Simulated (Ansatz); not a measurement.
# B₂ClFH₂: taking an electron away

An exercise on one series of results from a longer session: the logs are not shown, and one member is left open.

The runs use Ansatz 0.2.0, Gaussian basis; unrestricted cation, the program's frozen cores in correlated methods.

Plan: UKS PBE-D4/def2-TZVPP; UKS r2SCAN-D4/def2-TZVPP; UKS PBE0-D4/def2-TZVPP; UKS B3LYP-D4/def2-TZVPP; UKS wB97X-V/def2-TZVPP; UKS wB97M-V/def2-TZVPP; UKS B2PLYP/def2-TZVPP; UHF-CCSD(T)/def2-TZVPP; UHF-MP2/def2-QZVPP; extrapolation to the limit; then −ε(HOMO) from the neutral's earlier runs with LDA (SPW92), PBE-D4, revPBE-D4, BLYP-D4, r2SCAN-D4, B97M-V, PBE0-D4, B3LYP-D4, r2SCANh-D4, r2SCAN0-D4, HSE06-D4, BHLYP-D4, CAM-B3LYP-D4, LC-ωPBE, ωB97X-V, ωB97M-V.

## Structure used throughout

The geometry comes from an earlier relaxation with PBE0-D4 in a triple-zeta def2 set; it is a stationary point.

SMILES `FBBCl`, 6 atoms, charge 0, spin multiplicity 1.

Atoms are counted from 1 here; the program's logs count them from 0.

Bond lengths: F1–B2 1.325 Å, B2–B3 1.693 Å, B2–H5 1.205 Å, B3–Cl4 1.745 Å, B3–H6 1.195 Å. Angles: F1–B2–B3 120.9°, F1–B2–H5 116.2°, B3–B2–H5 123.0°, B2–B3–Cl4 118.0°, B2–B3–H6 125.8°, Cl4–B3–H6 116.1°.

Set-up of the first run:

Input file in.yaml:

```yaml
crystal:
  periodic: [false, false, false]
  atoms:
    - {symbol: F, position_ang: [1.399573, -1.313591, -0.267420]}
    - {symbol: B, position_ang: [0.803847, -0.134094, -0.366033]}
    - {symbol: B, position_ang: [-0.636644, 0.183762, 0.464239]}
    - {symbol: Cl, position_ang: [-2.143563, -0.114168, -0.364007]}
    - {symbol: H, position_ang: [1.341894, 0.675003, -1.078787]}
    - {symbol: H, position_ang: [-0.723006, 0.638988, 1.565808]}
basis:
  gaussian: {orbitals: def2-TZVPP}
total_charge: 1
magnetization: {spin_polarized: true, initial_magnetization: 1}
hamiltonian: {xc: pbe, dispersion: d4}
```

On the command line:

```bash
$ ansatz run in.yaml --threads 2 --pin off --events-out ev --progress --plain --max-ram 4352MiB
```

Among the steps run: Cation, UKS PBE-D4/def2-TZVPP; Cation, UKS r2SCAN-D4/def2-TZVPP; Cation, UKS PBE0-D4/def2-TZVPP; Cation, UKS B3LYP-D4/def2-TZVPP; Cation, UKS wB97X-V/def2-TZVPP; Cation, UKS wB97M-V/def2-TZVPP; Cation, UKS B2PLYP (frozen core)/def2-TZVPP; Cation, UHF-CCSD(T)/def2-TZVPP; Cation, UHF-MP2/def2-QZVPP.

One table of the session follows, with a row left open; its other results are not shown here.

Orbital estimates, from the neutral's runs:

```
  functional  −ε(HOMO) (eV)
 LDA (SPW92)           6.71
      PBE-D4           6.62
   revPBE-D4           6.58
     BLYP-D4           6.55
   r2SCAN-D4              ?
      B97M-V           7.00
     PBE0-D4           8.02
    B3LYP-D4           7.83
  r2SCANh-D4           7.43
  r2SCAN0-D4           8.21
    HSE06-D4           7.62
    BHLYP-D4           9.36
CAM-B3LYP-D4           9.45
     LC-ωPBE          10.79
     ωB97X-V          10.44
     ωB97M-V          10.26
```

Q: Estimate the row for r2SCAN-D4 from the others.

Worked estimate for «−ε(HOMO) (eV)». Against the share of exact exchange, r2SCANh-D4 (0.1, 7.43), r2SCAN0-D4 (0.25, 8.21) give a slope of 5.20 per unit share; at 0 the line stands at 6.91.

The run gave: −ε(HOMO) (eV): 6.91. In «−ε(HOMO) (eV)» the line misses by 0.00.
